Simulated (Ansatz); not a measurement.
# GeH2Cl (SMILES [Cl][GeH2]): UCCSD/STO-3G

What is the vertical ionisation energy of GeH2Cl at UCCSD/STO-3G? 

The results are computed with Ansatz 0.2.0.

57 further runs of the same task are left out: 6 that didn't finish, 51 set aside as unsound or not needed.

## (1) The system as given

The species is GeH2Cl (4 atoms), meant as a doublet with charge 0. SMILES: `[Cl][GeH2]`. The shape is that of a PBE0-D4/def2-TZVP optimisation.

Bond lengths: Cl1–Ge2 2.156 Å, Ge2–H3 1.546 Å, Ge2–H4 1.546 Å. Angles: Cl1–Ge2–H3 106.8°, Cl1–Ge2–H4 106.8°, H3–Ge2–H4 112.3°.

## (2) A single-point energy at UCCSD/STO-3G

The input, in.yaml:

```yaml
crystal:
  periodic: [false, false, false]
  atoms:
    - symbol: Cl
      position_ang: [-1.562900, 0.305200, 0.993500]
    - symbol: Ge
      position_ang: [0.106700, -0.451100, -0.141600]
    - symbol: H
      position_ang: [0.072700, 0.259600, -1.514200]
    - symbol: H
      position_ang: [1.383400, -0.113700, 0.662300]
basis:
  gaussian:
    orbitals: STO-3G
magnetization:
  spin_polarized: true
  initial_magnetization: 1
correlation:
  method: ccsd
  frozen_orbitals: {Cl: 5, Ge: 9, H: 0}
accuracy: high
scf:
  omitted_lower_state_checks: [cluster_reference, increment]
```

Command:

```console
$ ansatz run in.yaml --threads 1 --pin off --max-ram 2610MiB --events-out events.jsonl --progress --plain --runs-dir runs
```

Output, cut to the lines that bear on the results:

```text
Warning: RAYON_NUM_THREADS=1 ignored (pool sized by the plan → 1); use --threads N
Functional definition: HF
  name "HF"
[...]
426 factors; integrals over basis functions are off by at most 4.7e-9 eV
[...]
mean field -68232.72343337 eV, -2507.5063363754 hartree, gradient 5.5e-8 eV, S^2 0.751586; 0 other end points of the search recorded, 0 dependent functions left out
14 core orbitals not correlated: weight in the atoms' cores, before any rotation towards them, 1.000 or more for the frozen orbitals, at most 0.000 for the correlated occupied ones
reference -68232.72343337 eV, -2507.5063363754 hartree; 12, 11 occupied and 3, 4 virtual orbitals, 426 factors
second order -0.89570773 eV of doubles, -0.00000000 eV of singles
cycle   1  -1.15902443 eV  change   -2.6e-1 eV  update   4.9e-2
[...]
cycle  20  -1.32467139 eV  change  -8.4e-10 eV  update   2.2e-9
Total energy: -68234.04810476 eV, -2507.5550171511 hartree
Checks for a lower state left out: cluster_reference, increment
```

Wall time 0.48 s (1 thread of Arm Neoverse V1, shared host).

## (3) The singlet cation

The input, in.yaml:

```yaml
crystal:
  periodic: [false, false, false]
  atoms:
    - {symbol: Cl, position_ang: [-1.562900, 0.305200, 0.993500]}
    - {symbol: Ge, position_ang: [0.106700, -0.451100, -0.141600]}
    - {symbol: H, position_ang: [0.072700, 0.259600, -1.514200]}
    - {symbol: H, position_ang: [1.383400, -0.113700, 0.662300]}
basis:
  gaussian: {orbitals: STO-3G}
total_charge: 1
correlation: {method: ccsd, frozen_orbitals: {Cl: 5, Ge: 9, H: 0}}
accuracy: high
scf: {omitted_lower_state_checks: [cluster_reference, increment]}
```

Command:

```console
$ ansatz run in.yaml --threads 1 --pin off --max-ram 2610MiB --events-out events.jsonl --progress --plain --runs-dir runs
```

Output, cut to the lines that bear on the results:

```text
Warning: RAYON_NUM_THREADS=1 ignored (pool sized by the plan → 1); use --threads N
[... 2 set-up lines as earlier in the session ...]
[...]
425 factors; integrals over basis functions are off by at most 4.7e-9 eV
[...]
mean field -68225.65546560 eV, -2507.2465933504 hartree, gradient 5.0e-8 eV, S^2 0.000000; 0 other end points of the search recorded, 0 dependent functions left out
14 core orbitals not correlated: weight in the atoms' cores, before any rotation towards them, 1.000 or more for the frozen orbitals, at most 0.000 for the correlated occupied ones
reference -68225.65546560 eV, -2507.2465933504 hartree; 11, 11 occupied and 4, 4 virtual orbitals, 425 factors
second order -1.33126290 eV of doubles, -0.00000000 eV of singles
cycle   1  -1.62950634 eV  change   -3.0e-1 eV  update   8.7e-2
[...]
cycle  21  -1.90063062 eV  change  -1.3e-10 eV  update   1.4e-9
Total energy: -68227.55609622 eV, -2507.3164402374 hartree
Checks for a lower state left out: cluster_reference, increment
```

It took 0.34 s on 1 thread of Arm Neoverse V1, shared host.

## (4) Results

At UCCSD/STO-3G, 14 core orbitals frozen:

| quantity | value |
| --- | --- |
| doublet GeH2Cl: total energy | -2507.55502 Eh |
| doublet GeH2Cl: correlation energy (14 core orbitals frozen) | -48.7 mEh |
| doublet GeH2Cl: ⟨S²⟩ of the reference determinant | 0.752 |
| doublet GeH2Cl: T1 diagnostic | 0.006 |
| singlet cation: total energy | -2507.31644 Eh |
| singlet cation: correlation energy (14 core orbitals frozen) | -69.8 mEh |
| singlet cation: T1 diagnostic | 0.023 |
| vertical ionisation energy (to the singlet cation) | 6.492 eV |

Removing an electron at fixed nuclei costs 6.49 eV (150 kcal/mol). Only the singlet of the ionised species was computed; a triplet could lie lower. In a minimal basis such a difference can be off by several eV, whatever the method. The T1 diagnostic (singlet cation) of 0.023 is above the customary mark for such species, so a single reference may not serve.
